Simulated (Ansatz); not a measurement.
# CH4ClO2Si radical: up Jacob's ladder to CCSD(T)

One table from this session's results is given with a row withheld; the runs are named, their logs left out.

Computed with Ansatz 0.2.0, Gaussian basis. Level: functionals in def2-TZVPP, the program's frozen cores in correlated methods.

The runs, in order: PBE-D4, r2SCAN-D4, PBE0-D4, B3LYP-D4, ωB97X-V, ωB97M-V, B2PLYP; CCSD(T)/def2-TZVPP; MP2/def2-QZVPP; extrapolation to the limit.

**Structure used throughout**

All runs share one geometry, relaxed beforehand with PBE0-D4 in a triple-zeta def2 set.

SMILES `CO[Si](O)Cl`, 9 atoms, charge 0, spin multiplicity 2.

Atoms are counted from 1 here; the program's logs count them from 0.

Bond lengths: C1–O2 1.414 Å, C1–H6 1.093 Å, C1–H7 1.090 Å, C1–H8 1.094 Å, O2–Si3 1.634 Å, Si3–O4 1.631 Å, Si3–Cl5 2.071 Å, O4–H9 0.961 Å. Angles: O2–C1–H6 111.1°, O2–C1–H7 107.8°, O2–C1–H8 111.0°, H6–C1–H7 109.0°, H6–C1–H8 109.1°, H7–C1–H8 108.8°, C1–O2–Si3 126.5°, O2–Si3–O4 106.4°, O2–Si3–Cl5 109.6°, O4–Si3–Cl5 110.6°, Si3–O4–H9 116.1°.

Set-up of the first run:

The input, in.yaml:

```yaml
crystal:
  periodic: [false, false, false]
  atoms:
    - {symbol: C, position_ang: [0.513666, 1.008300, 0.951069]}
    - {symbol: O, position_ang: [-0.157041, -0.156578, 0.513734]}
    - {symbol: Si, position_ang: [-0.814665, -0.404235, -0.961008]}
    - {symbol: O, position_ang: [-1.187760, -1.990239, -1.038824]}
    - {symbol: Cl, position_ang: [0.561438, 0.095165, -2.426527]}
    - {symbol: H, position_ang: [1.303229, 1.294938, 0.251075]}
    - {symbol: H, position_ang: [0.960576, 0.790368, 1.921428]}
    - {symbol: H, position_ang: [-0.183373, 1.843255, 1.064341]}
    - {symbol: H, position_ang: [-0.907670, -2.527275, -0.292285]}
basis:
  gaussian: {orbitals: def2-TZVPP}
magnetization: {spin_polarized: true, initial_magnetization: 1}
hamiltonian: {xc: pbe, dispersion: d4}
output: {forces: true, orbitals: {seedname: orbitals}}
```

The run is started by

```console
$ ansatz run in.yaml --threads 2 --pin off --events-out ev --progress --plain --max-ram 32768MiB --backend cpu
```

Steps of the session up to this table: PBE-D4 (GGA); r2SCAN-D4 (meta-GGA); PBE0-D4 (hybrid); B3LYP-D4 (hybrid); ωB97X-V (range-separated); ωB97M-V (range-separated); B2PLYP (double hybrid); CCSD(T) in def2-TZVPP; MP2 in def2-QZVPP.

One of the session's tables, all rows but one given; the rest of the session is left out.

It belongs to the step «Atomisation energies». 

```
            method  atomisation energy (kJ/mol)
            PBE-D4                       3452.1
         r2SCAN-D4                       3407.5
           PBE0-D4                            ?
          B3LYP-D4                       3366.9
           ωB97X-V                       3386.7
           ωB97M-V                       3388.7
            B2PLYP                       3338.9
     HF/def2-TZVPP                       2420.0
    MP2/def2-TZVPP                       3381.9
   CCSD/def2-TZVPP                       3225.1
CCSD(T)/def2-TZVPP                       3281.4
           MP2/CBS                       3489.2
       CCSD(T)/CBS                       3388.8
```

Estimate the missing values for PBE0-D4.

**Answer.** atomisation energy (kJ/mol): 3372.6. In the column «atomisation energy (kJ/mol)» it lies between B3LYP-D4 (3366.9) and MP2/def2-TZVPP (3381.9).
